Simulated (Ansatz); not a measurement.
# GaH₃+ (doublet): wave-function methods side by side at distance Ga1–H3 = 4.154 Å, cc-pVTZ

How much of the correlation energy of GaH₃+ (doublet) does each wave-function method recover here?

Method: cc-pVTZ, correlated electrons: outside noble gas; program: Ansatz 0.2.0, Gaussian basis.

To be run: UHF; CCSD(T) on ROHF; CCSD(T) on UHF; BCCD(T) on ROHF; CCSDT(Q) on ROHF; CCSDT(Q) on UHF; CASSCF and NEVPT2, 3 electrons in 3 orbitals.

## 1. The system

The geometry derives from a PBE0/def2-TZVP stationary point (not a proven minimum). One bond is set to the value named and the two fragments are kept rigid. No spin-orbit coupling is included. The filled d shell of Ga counts as core when cores are frozen.

4 atoms, charge 1, spin multiplicity 2.

Atoms are counted from 1 here; the program's logs count them from 0.

Bond lengths: Ga1–H4 1.532 Å.

In the tables R marks a restricted open-shell determinant and U an unrestricted one; 'pair' is the active space of 3 electrons in 3 orbitals; correlation energies count from the lowest restricted Hartree-Fock solution.

## 2. UHF

in.yaml

```yaml
crystal:
  periodic: [false, false, false]
  atoms:
    - {symbol: Ga, position_ang: [0.000000, 0.022438, 0.036213]}
    - {symbol: H, position_ang: [0.000000, -2.050153, 0.036213]}
    - {symbol: H, position_ang: [0.000000, 0.353514, -4.104573]}
    - {symbol: H, position_ang: [0.000000, 0.144543, 1.563383]}
basis:
  gaussian: {orbitals: cc-pVTZ}
total_charge: 1
magnetization: {spin_polarized: true, initial_magnetization: 1}
hamiltonian: {xc: hf}
output: {orbitals: {seedname: orbitals}}
```

Started as:

```bash
$ ansatz run in.yaml --threads 1 --pin off --events-out ev --progress --plain --max-ram 2393MiB
```

After this run come: CCSD(T) on ROHF; CCSD(T) on UHF; BCCD(T) on ROHF; CCSDT(Q) on ROHF; CCSDT(Q) on UHF; CASSCF and NEVPT2, 3 electrons in 3 orbitals.

Q: Predict the results of all the runs planned. Wanted: correlation energy, RCCSDT(Q); RMP2 from RCCSDT(Q); UMP2 from RCCSDT(Q); RCCSD from RCCSDT(Q); RCCSD(T) from RCCSDT(Q); UCCSD(T) from RCCSDT(Q); UCCSDT(Q) from RCCSDT(Q); NEVPT2 pair from RCCSDT(Q); T1 diagnostic.

As calculated:

| quantity | value |
| --- | --- |
| correlation energy, RCCSDT(Q) | -2.7430 eV |
| RMP2 from RCCSDT(Q) | +854.5 meV |
| UMP2 from RCCSDT(Q) | +788.9 meV |
| RCCSD from RCCSDT(Q) | +81.5 meV |
| RCCSD(T) from RCCSDT(Q) | +18.3 meV |
| UCCSD(T) from RCCSDT(Q) | +83.9 meV |
| UCCSDT(Q) from RCCSDT(Q) | +15.5 meV |
| NEVPT2 pair from RCCSDT(Q) | +422.1 meV |
| levels within 1 kcal/mol (43 meV) | RCCSD(T), BCCD(T), RCCSDT, UCCSDT, UCCSDT(Q) |
| T1 diagnostic | 0.040 |

**Reading.** RCCSD(T) lands +18.3 meV from the yardstick (0.7 % of the correlation energy). The restricted determinant is the better start here (+18.3 meV restricted, +83.9 meV unrestricted). Of the multireference levels listed NEVPT2 pair comes nearest (+422.1 meV). These misses are within one basis and frozen core, not against nature; frozen cores of the runs differ by up to some meV.
